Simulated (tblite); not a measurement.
# B9H12P9: the cost of one run

Computed with tblite 0.8.0 and PySCF 2.14.0 and routines of our own; the level stands in each step. Atoms count from 0.

### 1 The starting structure

30 atoms, charge 0, multiplicity 1; geometry from: force field, distance geometry or constructed start.

### 2 Relaxing the molecule with GFN2-xTB

What the job is given:

```
{"job": {"kind": "relax", "xc": "GFN2-xTB", "basis": "xTB"}, "charge": 0, "multiplicity": 1}
P      0.004900     0.951200    -0.001600
B     -1.614000     1.885600    -0.006900
P     -3.216400     0.950700     0.001000
B     -3.222300    -0.902600    -0.006200
P     -1.611800    -1.838200     0.003400
B     -0.003300    -0.907500    -0.002600
P      3.221700     0.954700    -0.003300
B      1.614200     1.885700     0.001500
P      1.613500    -1.839100    -0.000400
B      3.218800    -0.907800     0.001600
P      6.441100     0.951800    -0.002100
B      4.829900     1.881000    -0.000000
P      4.829000    -1.836300     0.005000
B      6.445400    -0.907600    -0.002700
B     -4.834600     1.888100     0.000200
P     -6.445100     0.953600     0.006300
B     -6.442800    -0.905100     0.000900
P     -4.833500    -1.840400    -0.001000
H     -1.611400     3.054800     0.002500
H     -1.608000    -3.236100     0.002700
H      1.608500     3.056800     0.001500
H      1.609900    -3.235500    -0.000200
H      7.659100     1.657600     0.006600
H      4.828200     3.048700    -0.001500
H      4.832900    -3.234400     0.000900
H      7.450400    -1.492900     0.002500
H     -4.831700     3.055300    -0.000700
H     -7.656300     1.653600     0.001200
H     -7.455900    -1.491600    -0.002000
H     -4.831300    -3.236600     0.003400
```

The run is started by

```bash
OMP_NUM_THREADS=2 python large_run.py task.json out
```

The driver reads the jobs from task.json and runs them one after another.

**Question.** How long does this first job take on 2 threads of Arm Neoverse N1, shared host, and how much memory does it need?

About 6.3 s, with a peak of 0.16 GiB.
